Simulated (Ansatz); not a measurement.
# BFH₄O₂Si: a ladder of functionals and wavefunction methods

Aim: compute BFH₄O₂Si with functionals from several rungs and with coupled cluster, and see how far each lands from CCSD(T) at the basis-set limit for the atomisation energy.

The runs use Ansatz 0.2.0, Gaussian basis; functionals in def2-TZVPP, the program's frozen cores in correlated methods.

Plan: PBE-D4, r2SCAN-D4, PBE0-D4, B3LYP-D4, ωB97X-V, ωB97M-V, B2PLYP; CCSD(T)/def2-TZVPP; CCSD(T)/def2-QZVPP; extrapolation to the limit.

### 1 The relaxed structure

The geometry comes from an earlier relaxation with PBE0-D4 in a triple-zeta def2 set; it is a stationary point, not always the lowest conformer.

SMILES `OB(F)O[SiH3]`, 9 atoms, charge 0, spin multiplicity 1.

Atoms are counted from 1 here; the program's logs count them from 0.

Bond lengths: O1–B2 1.359 Å, O1–H6 0.960 Å, B2–F3 1.334 Å, B2–O4 1.348 Å, O4–Si5 1.655 Å, Si5–H7 1.481 Å, Si5–H8 1.484 Å, Si5–H9 1.484 Å. Angles: B2–O1–H6 113.4°, O1–B2–F3 120.0°, O1–B2–O4 121.1°, F3–B2–O4 118.9°, B2–O4–Si5 131.7°, O4–Si5–H7 106.4°, O4–Si5–H8 110.1°, O4–Si5–H9 110.2°, H7–Si5–H8 110.1°, H7–Si5–H9 110.1°, H8–Si5–H9 109.9°.

### 2 PBE-D4 (GGA)

Contents of in.yaml:

```yaml
crystal:
  periodic: [false, false, false]
  atoms:
    - {symbol: O, position_ang: [-1.250822, 0.651657, -1.054084]}
    - {symbol: B, position_ang: [-1.230482, 0.254971, 0.245783]}
    - {symbol: F, position_ang: [-2.339388, 0.329445, 0.984228]}
    - {symbol: O, position_ang: [-0.102433, -0.217762, 0.811380]}
    - {symbol: Si, position_ang: [1.422093, -0.442946, 0.207514]}
    - {symbol: H, position_ang: [-2.109638, 0.969078, -1.342150]}
    - {symbol: H, position_ang: [2.227732, -1.017689, 1.308781]}
    - {symbol: H, position_ang: [1.998166, 0.855343, -0.221127]}
    - {symbol: H, position_ang: [1.384772, -1.382098, -0.940316]}
basis:
  gaussian: {orbitals: def2-TZVPP}
hamiltonian: {xc: pbe, dispersion: d4}
output: {forces: true, orbitals: {seedname: orbitals}}
```

Command:

```
ansatz run in.yaml --threads 2 --pin off --events-out ev --progress --plain --max-ram 22528MiB --backend cpu
```

The runs that follow: r2SCAN-D4 (meta-GGA); PBE0-D4 (hybrid); B3LYP-D4 (hybrid); ωB97X-V (range-separated); ωB97M-V (range-separated); B2PLYP (double hybrid); CCSD(T) in def2-TZVPP; CCSD(T) in def2-QZVPP.

Before running them: what should the planned runs give, taken together? Wanted: atomisation energy, CCSD(T)/CBS; farthest; mean size of error, hybrid; mean size of error, range-separated; gap, smallest and largest; T1 diagnostic; triples share of the correlation energy.

**Answer**, as computed:

```
                               quantity                                 value
        atomisation energy, CCSD(T)/CBS                             38.106 eV
    functionals within 0.191 eV (0.5 %)           r2SCAN-D4, ωB97X-V, ωB97M-V
                               farthest                   PBE0-D4 (-0.478 eV)
             mean size of error, hybrid                              0.338 eV
    mean size of error, range-separated                              0.043 eV
              gap, smallest and largest  6.93 eV (PBE-D4), 13.65 eV (ωB97X-V)
                          T1 diagnostic                                0.0120
triples share of the correlation energy                                 3.2 %
```

What this shows: PBE-D4 is off by +0.272 eV. Double hybrids carry the basis error of their MP2 part in triple zeta, and no dispersion term here, so their miss is partly the set-up's. Misses under about 0.191 eV are within the doubt on the reference itself, which lacks core-valence correlation, relativity and higher excitations. Hartree-Fock recovers 75 % of the binding; the rest is correlation. The gap grows from 6.9 to 13.6 eV across the functionals, mostly with the share of exact exchange.
